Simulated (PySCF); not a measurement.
# C4H4AuS4 ([Au(edt)2]2-): the cost of one run

Programs: PySCF 2.14.0, with routines of our own; each step states its level. All values are computed. Atoms count from 0.

1 further run of the same task is left out (for a known fault of the program).

## (1) The starting structure

13 atoms, charge -2, multiplicity 2; geometry from: GFN2-xTB.

## (2) Open-shell or spin-flip excitations: unrestricted TDA B97-D/def2-SVP Au:def2-TZVP

What the job is given:

```
{"job": {"kind": "uabs", "xc": "B97-D", "basis": {"default": "def2-SVP", "Au": "def2-TZVP"}, "nstates": 4, "tda": true}, "charge": -2, "multiplicity": 2}
Au    -0.001210     0.000380    -0.001790
S      2.428180     0.036600     0.010130
C      2.698790     1.762560    -0.003340
C      1.756730     2.702890    -0.012690
S      0.030920     2.429360    -0.011750
H      3.746880     2.014520    -0.003770
H      2.008920     3.751370    -0.017460
S     -2.429720    -0.036830     0.003330
C     -2.698700    -1.762600     0.007670
C     -1.756170    -2.702390     0.007990
S     -0.031110    -2.427690     0.002850
H     -3.746790    -2.017000     0.008740
H     -2.006730    -3.751170     0.010100
```

Level: unrestricted TDA B97-D/def2-SVP Au:def2-TZVP, vertical, gas phase, core orbitals frozen in the response.

The run is started by

```bash
OMP_NUM_THREADS=1 python excited_run.py task.json out
```

One launch serves the whole session: the jobs run in the order shown.

Q: Estimate the wall time and peak memory of this job on 1 thread of Arm Neoverse V1, shared host.

About 70 s, with a peak of 0.78 GiB.
